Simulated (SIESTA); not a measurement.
## InGe2SbTe5 under changes of volume

One of the cells (31.204 Å³/atom); the others are scaled copies at fixed shape and fractional positions:

```
Te Sb In Ge
1.0
     4.26455    0.00000    0.00000
    -2.13227    3.69321    0.00000
     0.00000    0.00000   17.83097
Te Sb In Ge
5 1 1 2
Direct
  0.66667 0.33333 0.20166
  0.33333 0.66667 0.79201
  0.00000 0.00000 0.00334
  0.66667 0.33333 0.58871
  0.33333 0.66667 0.41064
  0.66667 0.33333 0.89020
  0.33333 0.66667 0.11356
  0.00000 0.00000 0.66918
  0.00000 0.00000 0.33071
```

The cell comes from a database or a generator and needn't be the stable form of this composition.

| Quantity | Value |
| --- | --- |
| Program | SIESTA 5.4.2 |
| Functional | LDA |
| Potentials or basis | PseudoDojo 0.4 standard (LDA files) |
| Basis | DZP (energy shift 0.003 Ry; two zetas on semicore shells) |
| Grid cutoff | 800 Ry |
| Energy shift | 0.003 Ry |
| k mesh | 5 × 5 × 2 |
| Occupations | fermi-dirac, width 0.05 eV |
| Spin | no spin polarisation |

```csv
volume (Å³/atom),energy over the lowest point (meV/atom),pressure (GPa),largest force (eV/Å)
29.332,0.00,0.0,0.639
29.956,2.00,-1.0,0.492
30.580,7.93,-2.0,0.356
31.204,?,?,?
31.828,29.95,-3.6,0.152
32.452,45.31,-4.3,0.234
33.076,63.15,-4.9,0.309
```

Problem. What does the run at 31.204 Å³/atom give?

Solution. Energy over the lowest point 17.38 meV/atom; pressure -2.8 GPa; largest force 0.229 eV/Å.

Worked out: A Birch-Murnaghan fit of order 3 (a polynomial in V^(-2/3)) to the other rows has its minimum at 29.35 Å³/atom with B0 = V·E''(V) = 53 GPa and B' = 4.4 at fixed shape and positions, which overstates the stiffness. It gives 17.38 meV/atom at 31.204 Å³/atom, against the run's 17.38, and -dE/dV = -2.8 GPa, against -2.8.

Energies are extrapolated to zero smearing.

Caveats: the basis of atomic orbitals isn't converged, which shifts pressures, moduli and gaps.
